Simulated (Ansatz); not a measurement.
**Molecular dynamics of BW₈C₈**

input.yaml

```yaml
accuracy: low
crystal:
  lattice:
    - [5.70406, 0.0, 0.0]
    - [-2.85203, 4.939861, 0.0]
    - [0.0, 0.0, 15.20114]
  atoms:
    - { symbol: W, position: [0.0, 0.0, 0.0657845] }
    - { symbol: C, position: [0.33819492, 0.17163503, 0.1534782] }
    - { symbol: W, position: [-0.00985786, 0.01465252, 0.2643077] }
    - { symbol: C, position: [0.35493737, 0.17823441, 0.34192282] }
    - { symbol: W, position: [0.0, 0.5, 0.0657845] }
    - { symbol: C, position: [0.33587552, 0.666823, 0.14841979] }
    - { symbol: W, position: [0.0043179, 0.51622387, 0.25835312] }
    - { symbol: C, position: [0.35161805, 0.68023617, 0.33170716] }
    - { symbol: W, position: [0.5, 0.0, 0.0657845] }
    - { symbol: C, position: [0.8487979, 0.19002261, 0.15447257] }
    - { symbol: W, position: [0.49634828, 0.00496543, 0.25365651] }
    - { symbol: C, position: [0.8097589, 0.18571687, 0.34268453] }
    - { symbol: W, position: [0.5, 0.5, 0.0657845] }
    - { symbol: C, position: [0.8321975, 0.68091036, 0.1564349] }
    - { symbol: W, position: [0.50459792, 0.5015006, 0.249251] }
    - { symbol: C, position: [0.82235688, 0.64535254, 0.34438818] }
    - { symbol: B, position: [0.65680957, 0.33709935, 0.36435357] }
basis:
  ecutwfc: 500.0
kpoints:
  mp_grid: { grid: [2, 2, 1] }
hamiltonian:
  xc: r2scan
  pseudopotentials: { kind: paw, azcp: { folder: soft_1 } }
scf:
  occupations: { method: fermi_dirac, width: 0.05 }
  lower_state_search: "off"
  max_iter: 99
md:
  timestep: 6
  n_steps: 80
  ensemble: nvt_langevin
  temperature: 1400.0
  initial_velocities: maxwell_boltzmann
  seed: 497773
  friction: 0.05
  constraints: [{ sites: [0, 4, 8, 12] }]
```

Command:

```bash
$ ansatz run input.yaml --threads 2 --pin off --max-ram 5120MiB --backend cpu --events-out ev --progress --plain --runs-dir out
```

It goes on from the last frame of an earlier run, with new velocities.

Output, in part (one step line in 3):

```
md step     0: t =     0.00 fs  T =  1400.0 K  F+E_penalty+E_count = -85342.32557824 eV  E_kin = 2.352532 eV  (14 SCF iters)
md step     3: t =    18.00 fs  T =  1107.2 K  F+E_penalty+E_count = -85340.57037303 eV  E_kin = 1.860559 eV  (12 SCF iters)
md step     6: t =    36.00 fs  T =   958.8 K  F+E_penalty+E_count = -85340.75809695 eV  E_kin = 1.611219 eV  (10 SCF iters)
md step     9: t =    54.00 fs  T =  1539.9 K  F+E_penalty+E_count = -85341.57698477 eV  E_kin = 2.587562 eV  (12 SCF iters)
md step    12: t =    72.00 fs  T =  1187.7 K  F+E_penalty+E_count = -85339.82825843 eV  E_kin = 1.995855 eV  (11 SCF iters)
md step    15: t =    90.00 fs  T =  1567.9 K  F+E_penalty+E_count = -85340.60821427 eV  E_kin = 2.634737 eV  (12 SCF iters)
md step    18: t =   108.00 fs  T =  1182.9 K  F+E_penalty+E_count = -85339.07752102 eV  E_kin = 1.987652 eV  (10 SCF iters)
md step    21: t =   126.00 fs  T =  1629.3 K  F+E_penalty+E_count = -85339.90736813 eV  E_kin = 2.737836 eV  (13 SCF iters)
md step    24: t =   144.00 fs  T =  1678.3 K  F+E_penalty+E_count = -85340.93443734 eV  E_kin = 2.820155 eV  (10 SCF iters)
md step    27: t =   162.00 fs  T =  1196.3 K  F+E_penalty+E_count = -85340.14837708 eV  E_kin = 2.010267 eV  (11 SCF iters)
md step    30: t =   180.00 fs  T =  1405.6 K  F+E_penalty+E_count = -85341.13682883 eV  E_kin = 2.361907 eV  (12 SCF iters)
md step    33: t =   198.00 fs  T =  1462.3 K  F+E_penalty+E_count = -85340.81061054 eV  E_kin = 2.457186 eV  (12 SCF iters)
md step    36: t =   216.00 fs  T =   836.4 K  F+E_penalty+E_count = -85340.16429691 eV  E_kin = 1.405544 eV  (10 SCF iters)
md step    39: t =   234.00 fs  T =  1714.1 K  F+E_penalty+E_count = -85340.58644564 eV  E_kin = 2.880395 eV  (12 SCF iters)
md step    42: t =   252.00 fs  T =  1265.4 K  F+E_penalty+E_count = -85339.46406958 eV  E_kin = 2.126305 eV  (10 SCF iters)
md step    45: t =   270.00 fs  T =  1724.4 K  F+E_penalty+E_count = -85340.93183292 eV  E_kin = 2.897622 eV  (14 SCF iters)
md step    48: t =   288.00 fs  T =  1289.9 K  F+E_penalty+E_count = -85340.49919465 eV  E_kin = 2.167448 eV  (12 SCF iters)
md step    51: t =   306.00 fs  T =  1403.1 K  F+E_penalty+E_count = -85341.14339269 eV  E_kin = 2.357798 eV  (12 SCF iters)
md step    54: t =   324.00 fs  T =  1410.4 K  F+E_penalty+E_count = -85341.14580398 eV  E_kin = 2.370051 eV  (12 SCF iters)
md step    57: t =   342.00 fs  T =  1401.4 K  F+E_penalty+E_count = -85340.22186408 eV  E_kin = 2.354857 eV  (13 SCF iters)
md step    60: t =   360.00 fs  T =  1191.8 K  F+E_penalty+E_count = -85341.36312713 eV  E_kin = 2.002597 eV  (11 SCF iters)
md step    63: t =   378.00 fs  T =  1377.3 K  F+E_penalty+E_count = -85340.45051749 eV  E_kin = 2.314310 eV  (13 SCF iters)
md step    66: t =   396.00 fs  T =  1090.0 K  F+E_penalty+E_count = -85339.95260337 eV  E_kin = 1.831579 eV  (12 SCF iters)
md step    69: t =   414.00 fs  T =  1554.9 K  F+E_penalty+E_count = -85340.58532055 eV  E_kin = 2.612753 eV  (10 SCF iters)
md step    72: t =   432.00 fs  T =  1426.2 K  F+E_penalty+E_count = -85340.52698233 eV  E_kin = 2.396483 eV  (11 SCF iters)
md step    75: t =   450.00 fs  T =  1561.1 K  F+E_penalty+E_count = -85339.39256344 eV  E_kin = 2.623275 eV  (10 SCF iters)
md step    78: t =   468.00 fs  T =  1909.7 K  F+E_penalty+E_count = -85339.28529718 eV  E_kin = 3.208997 eV  (11 SCF iters)
md step    80: t =   480.00 fs  T =  1647.3 K  F+E_penalty+E_count = -85339.99213738 eV  E_kin = 2.768133 eV  (11 SCF iters)
```

The run went to its last step. A run of 0.48 ps of so small a system gives no equilibrium averages. Limits of this set-up: coarse k mesh, thin slab, slab without dipole correction, odd electron count without spin, low accuracy level.

Mean squared displacements from the first frame to the last: W 0.02 Å², C 0.03 Å², B 0.04 Å².

Last frame:

```xyz
17
Lattice="5.7041 0.0000 0.0000 -2.8520 4.9399 0.0000 0.0000 0.0000 15.2011" Properties=species:S:1:pos:R:3
W 0.000 0.000 1.000
C 1.192 0.775 2.236
W -0.051 0.056 4.075
C 1.576 0.882 5.182
W -1.426 2.470 1.000
C -0.035 3.312 2.304
W -1.615 2.473 3.986
C -0.117 3.489 4.926
W 2.852 0.000 1.000
C 4.226 0.783 2.287
W 2.775 0.115 3.905
C 4.112 0.968 5.302
W 1.426 2.470 1.000
C 2.797 3.385 2.234
W 1.243 2.750 3.877
C 2.880 3.308 5.256
B 2.883 1.607 5.704
```

The run took 30 min on 2 threads of Arm Neoverse V2 (shared host), peak memory 1.4 GiB.
